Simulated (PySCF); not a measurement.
# [HfO(OH)]+: other functionals and bases at one geometry

Aim: see how levels, charges and forces of [HfO(OH)]+ depend on the level of theory. It is a constructed species; whether it can be made isn't addressed.

Method: several levels, as the steps say, no spin–orbit coupling; program: PySCF 2.14.0.

## (1) Where the work starts

4 atoms, charge 1, spin multiplicity 1.

Bond lengths: Hf1–O2 1.719 Å, Hf1–O3 1.879 Å, O3–H4 0.968 Å. Angles: O2–Hf1–O3 105.4°, Hf1–O3–H4 141.6°.

Geometry (Å):

```xyz
4

Hf    0.0036   -0.0343   -0.4532
O     1.0655    0.0258    0.8970
O    -1.7283    0.0254    0.2728
H    -2.1948    0.0720    1.1193
```

Formal oxidation states: Hf +4. An earlier session relaxed this geometry at PBE0, Hf def2-SVP with ECP60, O def2-SVP, H def2-SVP (singlet, point group Cs).

At PBE0 on the finer grid: E = -198.563675 Eh, HOMO -14.22 eV, LUMO -8.85 eV, Mulliken charge on Hf1 +1.34 e, largest force component 0.016 eV/Å. 

Levels to run: PBE; TPSSh; PBE0, TZVP. Hardware: 2 threads of Arm Neoverse V1, shared host.

## (2) PBE

run.py (the lines that set the calculation)

```python
mol = gto.M(atom='''
Hf     0.00355    -0.03430    -0.45317
O      1.06546     0.02581     0.89703
O     -1.72833     0.02538     0.27279
H     -2.19479     0.07199     1.11926''',
    basis={'Hf': 'def2-SVP', 'O': 'def2-SVP', 'H': 'def2-SVP'},
    ecp={'Hf': 'def2-SVP'},
    charge=1, spin=0)
mf = dft.RKS(mol, xc='PBE')
mf.grids.atom_grid = (75, 302)
mf = mf.density_fit()  # fitting sets: Hf def2-universal-JKFIT, O def2-universal-JKFIT, H def2-universal-JKFIT
mf.conv_tol = 1e-08; mf.max_cycle = 55
mf.kernel(dm0)  # dm0: the density of the relaxed state
```

Launch:

```
> OMP_NUM_THREADS=2 python run.py
```

## (3) TPSSh

Changes to run.py (the lines that set the calculation) since step 2:

```diff
@@ -8,3 +8,3 @@
     charge=1, spin=0)
-mf = dft.RKS(mol, xc='PBE')
+mf = dft.RKS(mol, xc='TPSSH')
 mf.grids.atom_grid = (75, 302)
```

## (4) PBE0, TZVP

Basis: Hf def2-TZVP with ECP60, O def2-TZVP, H def2-TZVP. 

run.py (the lines that set the calculation)

```python
mol = gto.M(atom='''
Hf     0.00355    -0.03430    -0.45317
O      1.06546     0.02581     0.89703
O     -1.72833     0.02538     0.27279
H     -2.19479     0.07199     1.11926''',
    basis={'Hf': 'def2-TZVP', 'O': 'def2-TZVP', 'H': 'def2-TZVP'},
    ecp={'Hf': 'def2-TZVP'},
    charge=1, spin=0)
mf = dft.RKS(mol, xc='PBE0')
mf.grids.atom_grid = (75, 302)
mf = mf.density_fit()  # fitting sets: Hf def2-universal-JKFIT, O def2-universal-JKFIT, H def2-universal-JKFIT
mf.conv_tol = 1e-08; mf.max_cycle = 55
mf.kernel(dm0)  # dm0: free metal ions and neutral atoms
```

Before running it: what results should come out? Wanted: for each run, HOMO; gap; charge on Hf1; dipole; largest force.

The runs gave:

| level | state | HOMO (eV) | gap (eV) | charge on Hf1 (e) | dipole (D) | largest force (eV/Å) | basis functions | time |
| --- | --- | --- | --- | --- | --- | --- | --- | --- |
| PBE0 (relaxed here) | singlet | -14.22 | 5.36 | 1.34 | 4.53 | 0.02 | 65 | 3.1 s |
| PBE | singlet | -12.68 | 2.98 | 1.21 | 4.02 | 1.07 | 65 | 1.8 s |
| TPSSh | singlet | -13.30 | 4.19 | 1.33 | 4.41 | 0.80 | 65 | 2.1 s |
| PBE0, TZVP | singlet | -14.22 | 5.32 | 1.64 | 4.68 | 0.47 | 108 | 3.7 s |

Times are on 2 threads of Arm Neoverse V1, shared host; the first row also made further properties. The dipole of a charged species depends on the origin, so these sizes hold for this origin alone.

In one basis the HOMO–LUMO gap runs from 2.98 eV (PBE) to 5.36 eV (PBE0); the widest gap comes with exact exchange. The largest leftover force, 1.07 eV/Å with PBE, stands at a geometry relaxed at another level. The Mulliken charge on Hf spans +1.21 to +1.64 e over the levels. Total energies of different levels can't be compared. Spin–orbit coupling is left out throughout.
